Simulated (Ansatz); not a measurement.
# WHO+ (singlet): wave-function methods side by side at a displaced geometry (v1), def2-SVP

The task here is to estimate one member of a computed series from the others.

Computed with Ansatz 0.2.0, Gaussian basis. Level: def2-SVP, core rule «outside noble gas», up to 5 orbitals frozen.

To be run: UHF; CCSD(T) on RHF; CISD; CCSDT(Q) on RHF.

21 further runs of the same task are left out: 3 for a known fault of the program, 9 that didn't finish, 9 set aside as unsound or not needed. Runs told in other sessions of the task aren't counted.

### The system

The geometry is a PBE0/def2-TZVP stationary point (not a proven minimum) with its atoms shifted at random (size 0.040 Å). No spin-orbit coupling is included. Elements past krypton take def2 core potentials.

3 atoms, charge 1, spin multiplicity 1.

Atoms are counted from 1 here; the program's logs count them from 0.

Bond lengths: W1–O2 1.723 Å, O2–H3 1.019 Å. Angles: W1–O2–H3 175.3°.

The first run:

in.yaml

```yaml
crystal:
  periodic: [false, false, false]
  atoms:
    - {symbol: W, position_ang: [-0.015433, -0.009008, 1.487140]}
    - {symbol: O, position_ang: [-0.016266, -0.025151, -0.235613]}
    - {symbol: H, position_ang: [0.031698, 0.034159, -1.251527]}
basis:
  gaussian: {orbitals: def2-SVP}
total_charge: 1
magnetization: {spin_polarized: true, initial_magnetization: 0}
hamiltonian: {xc: hf}
output: {orbitals: {seedname: orbitals}}
```

Run with:

```bash
$ ansatz run in.yaml --threads 1 --pin off --events-out ev --progress --plain --max-ram 2393MiB
```

Steps of the session up to this table: UHF; CCSD(T) on RHF; CISD; CCSDT(Q) on RHF.

One of the session's tables, all rows but one given; the rest of the session is left out.

```
   method  from RCCSDT(Q) (kcal/mol)
      RHF                    +208.32
      UHF                    +184.04
     RMP2                     +20.61
    RCCSD                     +12.83
 RCCSD(T)                      +3.46
   RCCSDT                          ?
RCCSDT(Q)                          0
```

**Question.** Estimate the row for RCCSDT.

**Answer.** from RCCSDT(Q) (kcal/mol): +0.92. In the column «from RCCSDT(Q) (kcal/mol)» it lies between RCCSDT(Q) (0) and RCCSD(T) (+3.46).

Not comparable, so not listed: CISD (they don't share determinant, frozen orbitals or solution with the rows shown, or repeat one).

To keep in mind: The determinant of HF (⟨S²⟩ 1.84) is far from a pure spin state, so its energy mixes those of several spin states; that is harmless only where they are near-degenerate. Warnings: restricted reference is unstable; spin contamination; large T1 diagnostic.
